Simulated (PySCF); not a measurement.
# C9H12 (cumene): the cost of one run

Computed with PySCF 2.14.0 and routines of our own; the level stands in each step. Atoms count from 0.

## 1. The system as given

21 atoms, charge 0, multiplicity 1; geometry from: GFN2-xTB.

## 2. Magnetic properties: GIAO B3LYP/pcSseg-1

What the job is given:

```
{"job": {"kind": "mag", "xc": "B3LYP", "basis": "pcSseg-1", "isotopologues": 0}, "charge": 0, "multiplicity": 1}
C     -2.056660     0.074635     1.114715
C     -1.305347    -0.508078    -0.084290
C     -1.876873     0.032031    -1.397094
C      0.173094    -0.219546     0.015941
C      0.654589     1.084403     0.027558
C      2.010879     1.338363     0.119775
C      2.912282     0.290758     0.202583
C      2.445930    -1.011693     0.192149
C      1.087771    -1.261208     0.100232
H     -1.986596     1.159509     1.123987
H     -3.108433    -0.200224     1.070598
H     -1.637267    -0.304824     2.044036
H     -1.440382    -1.595851    -0.076066
H     -1.801094     1.116040    -1.433481
H     -2.925733    -0.241296    -1.493007
H     -1.332366    -0.379049    -2.244775
H     -0.033946     1.914358    -0.035849
H      2.366433     2.358942     0.127731
H      3.971625     0.489221     0.274487
H      3.140399    -1.836970     0.256660
H      0.732774    -2.282576     0.093638
```

Method: GIAO B3LYP/pcSseg-1 magnetisability, rotational g tensor and spin-rotation constants, non-relativistic, gas phase.

Run with:

```
OMP_NUM_THREADS=1 python excited_run.py task.json out
```

This one command runs all jobs of the session in turn.

**Question.** How long does this first job take on 1 thread of Intel Xeon Platinum 8488C, shared host, and how much memory does it need?

About 54 s, with a peak of 1 GiB.
